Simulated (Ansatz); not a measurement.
# NZr: the cost of one run

Method: def2-QZVPP, core rule «outside noble gas», up to 5 orbitals frozen; program: Ansatz 0.2.0, Gaussian basis.

To be run: UHF; ROHF; CCSD(T) on UHF.

2 further runs of the same task are left out: 2 set aside as unsound or not needed.

## 1. The geometry

The geometry is a PBE0/def2-TZVP stationary point (not a proven minimum) of the parent state, kept for this charge and spin. No spin-orbit coupling is included. Elements past krypton take def2 core potentials.

2 atoms, charge 0, spin multiplicity 4.

Atoms are counted from 1 here; the program's logs count them from 0.

Bond lengths: Zr1–N2 1.684 Å.

## 2. UHF

File in.yaml:

```yaml
crystal:
  periodic: [false, false, false]
  atoms:
    - {symbol: Zr, position_ang: [0.000000, 0.000000, 0.000000]}
    - {symbol: N, position_ang: [0.000000, 0.000000, 1.683832]}
basis:
  gaussian: {orbitals: "def2-QZVPP.json"}
magnetization: {spin_polarized: true, initial_magnetization: 3}
hamiltonian: {xc: hf}
output: {orbitals: {seedname: orbitals}}
```

Run with:

```bash
> ansatz run in.yaml --threads 1 --pin off --events-out ev --progress --plain --max-ram 4096MiB --backend cpu
```

What time and memory should one allow on 1 thread of AMD EPYC 7R13, shared host?

About 14 s, with a peak of 0.29 GiB.
